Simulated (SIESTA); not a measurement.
Crystal: Mo3Pt.

```
CELL_PARAMETERS angstrom
4.98700 0.00000 0.00000
0.00000 4.98700 0.00000
0.00000 0.00000 4.98700
ATOMIC_POSITIONS crystal
Pt 0.50000 0.50000 0.50000
Pt 0.00000 0.00000 0.00000
Mo 0.00000 0.50000 0.25000
Mo 0.00000 0.50000 0.75000
Mo 0.50000 0.25000 0.00000
Mo 0.75000 0.00000 0.50000
Mo 0.50000 0.75000 0.00000
Mo 0.25000 0.00000 0.50000
```

```yaml
Program: SIESTA 5.4.2
Task: single point
Functional: PBEsol
Potentials_or_basis: PseudoDojo 0.4 standard (PBEsol files)
Basis: DZP (energy shift 0.003 Ry; two zetas on semicore shells)
Grid_cutoff: 800 Ry
Energy_shift: 0.003 Ry
k_mesh: 6 × 6 × 6
Occupations: fermi-dirac, width 0.05 eV
Spin: no spin polarisation
```

On this cell: pressure -1.1 GPa; largest force zero by symmetry; band gap on the k mesh none (metal or under the smearing width).

The same run follows on a disturbed copy (atoms moved at random, drawn with an rms of 0.05 Å):

```
CELL_PARAMETERS angstrom
4.98700 0.00000 0.00000
0.00000 4.98700 0.00000
0.00000 0.00000 4.98700
ATOMIC_POSITIONS crystal
Pt 0.50888 0.48865 0.49486
Pt 0.00468 0.99600 0.01162
Mo 0.99613 0.49603 0.24735
Mo 0.00290 0.49618 0.75023
Mo 0.50110 0.25838 0.00066
Mo 0.74725 0.00868 0.50299
Mo 0.49571 0.74633 0.99326
Mo 0.25076 0.99995 0.50836
```

**Question.** What does the disturbed cell give?

**Answer.** The energy (extrapolated to zero smearing) moves by +16.0 meV/atom; pressure -0.5 GPa; largest force 1.328 eV/Å; band gap on the k mesh none (metal or under the smearing width).

Forces in eV/Å, atoms in the order of the input:
```
Pt  -0.670  1.121  0.243
Pt  -0.361  0.048 -0.470
Mo   0.383  0.217  0.273
Mo   0.055  0.123 -0.080
Mo  -0.030 -0.972 -0.196
Mo   0.399 -0.823  0.165
Mo   0.305  0.551  0.191
Mo  -0.082 -0.263 -0.124
```

Stress tensor (GPa, compression positive):
```
-1.21 -0.94 -0.70
-0.94  0.03  0.52
-0.70  0.52 -0.19
```

Caveats: short orbitals over semicore shells can move pressures by several GPa; the basis of atomic orbitals isn't converged, which shifts pressures, moduli and gaps.
